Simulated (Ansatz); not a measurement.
# H6SeSi: the cost of one run

Program: Ansatz 0.2.0, Gaussian basis. Level of theory: PBE0-D4/def2-SVP. These are calculated values, not measurements.

1 further run of the same task is left out (it didn't finish).

## 1. Where the work starts

The start, a first-order saddle point found at PBE0-D4 in triple zeta: 8 atoms, charge 0, spin multiplicity 1.

Atoms are counted from 1 here; the program's logs count them from 0.

Bond lengths: Si1–H2 1.705 Å, Si1–H3 1.476 Å, Si1–H4 1.500 Å, Si1–H5 1.486 Å, Se7–H8 1.469 Å. Angles: H2–Si1–H3 99.7°, H2–Si1–H4 81.5°, H2–Si1–H5 139.1°, H3–Si1–H4 109.2°, H3–Si1–H5 116.6°, H4–Si1–H5 102.2°.

Coordinates:

```
Si   -0.1198   -0.2964   -0.7471
H    -0.3659   -1.1643    0.7002
H     1.1861   -0.8519   -1.1518
H    -1.2114   -1.2096   -1.2197
H    -0.5090    1.0007   -1.3582
H     0.1417   -0.4425    1.0787
Se    1.0723    1.1549    1.1707
H    -0.1938    1.8093    1.5271
```

## 2. Dynamics

Input file md/in.yaml:

```yaml
crystal:
  periodic: [false, false, false]
  atoms:
    - {symbol: Si, position_ang: [-0.119809, -0.296447, -0.747091]}
    - {symbol: H, position_ang: [-0.365937, -1.164327, 0.700225]}
    - {symbol: H, position_ang: [1.186087, -0.851901, -1.151825]}
    - {symbol: H, position_ang: [-1.211384, -1.209605, -1.219661]}
    - {symbol: H, position_ang: [-0.508956, 1.000710, -1.358248]}
    - {symbol: H, position_ang: [0.141660, -0.442502, 1.078689]}
    - {symbol: Se, position_ang: [1.072274, 1.154937, 1.170697]}
    - {symbol: H, position_ang: [-0.193836, 1.809335, 1.527114]}
basis:
  gaussian: {orbitals: def2-SVP}
hamiltonian: {xc: pbe0, dispersion: d4}
md: {n_steps: 30, timestep: 0.75, temperature: 500, ensemble: nvt_langevin, seed: 553, friction: 0.01, initial_velocities: maxwell_boltzmann}
```

Command:

```console
> ansatz run in.yaml --threads 2 --pin off --events-out ev --progress --plain --max-ram 4352MiB
```

**Question.** How long does this run take on 2 threads of Arm Neoverse V1, shared host?

About 41 s.
